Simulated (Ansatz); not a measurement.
## Li₃ClO, space group Pm-3m: a comparison of norm-conserving and PAW potentials

Program: Ansatz 0.2.0, Python API.

`nc_paw_li3clo.py`:
```python
"""Norm-conserving against PAW potentials for Li3ClO."""

import logging
import sys

import ansatz as az
import numpy as np

logging.basicConfig(stream=sys.stdout, format="%(levelname)s:%(name)s:%(message)s")
logger = logging.getLogger("ansatz_job")
logger.setLevel(logging.INFO)

params = {
    "xc": "lda",
    "filling": "fermi_dirac",
    "sigma": 0.01,
}


def count_gap(report):
    # lowest empty less highest filled band, counting bands; zero where they overlap
    return max(report.get("gap_by_band_count_ev") or 0.0, 0.0)

li3clo = (
    az.Lattice.cubic(3.908337)
    .space_group(221)
    .atom("Li", (0.0, 0.5, 0.5))
    .atom("Cl", (0.0, 0.0, 0.0))
    .atom("O", (0.5, 0.5, 0.5))
)

calc = (
    li3clo.calculation()
    .functional(params["xc"])
    .kpoints(6)  # the mesh must be finer for metals
    .occupations(params["filling"], width=params["sigma"])  # fractional filling near the Fermi level
    .stress()
    .forces()  # eV per angstrom
    .band_table()  # levels at the mesh points
)
variants = {
    "PAW": calc.pseudopotentials("paw"),
    "norm-conserving": calc.pseudopotentials("nc"),
}
# totals differ by the cores that each treatment holds, so compare what does not depend on them
rows = []
for label, variant in variants.items():
    summary = variant.run().report
    levels = np.array(summary["eigenvalues_ev"][0]) - summary["fermi_energy_ev"]
    print(label, "levels at the first k-point near E_F:", np.round(levels[np.abs(levels) < 5], 3))
    rows.append((label, summary["n_electrons"], np.trace(summary["stress_gpa"]) / 3, count_gap(summary)))
lines = [",".join(["treatment", "electrons in bands", "P GPa", "gap by band count eV"])] + [",".join(f"{v:.4f}" if isinstance(v, float) else str(v) for v in row) for row in rows]
print("\n".join(lines))
with open("nc_paw.csv", "w") as handle:
    handle.write("\n".join(lines) + "\n")
```

```console
$ python nc_paw_li3clo.py
DeckWarning: basis.ecutwfc = 420 eV, auto-derived from the records' recommended cutoffs: set by Li (normal level)
PAW levels at the first k-point near E_F: [-2.81  -2.81  -2.81   2.279  4.562  4.562]
DeckWarning: basis.ecutwfc = 1142.878222 eV, auto-derived from the records' recommended cutoffs: set by O (normal level)
norm-conserving levels at the first k-point near E_F: [-2.814 -2.814 -2.814  2.284  4.564  4.564]
treatment,electrons in bands,P GPa,gap by band count eV
PAW,22.0000,-5.4594,4.5750
norm-conserving,22.0000,-5.5144,4.5856
```
(Warnings from the package without file and line.)

What to keep in mind:
- The input holds a mistake (the cutoff is negative), so what it prints is no property of Li3ClO.
- Semilocal gaps usually lie well under measured ones.
- In a crystal with a gap the Fermi level's place inside it depends on smearing and mesh.
- At these settings the cell as given stands under about -5 GPa, so it isn't at this functional's equilibrium volume.
- This cell is a computed structure, which may not be the phase found in nature.
- Gaps and levels are Kohn-Sham values on a finite set of k-points.
- Stress is positive in compression.
- Wall time of the script: 6.6 s on 1 thread of Arm Neoverse V1, with other jobs on the host, peak memory 0.43 GiB.
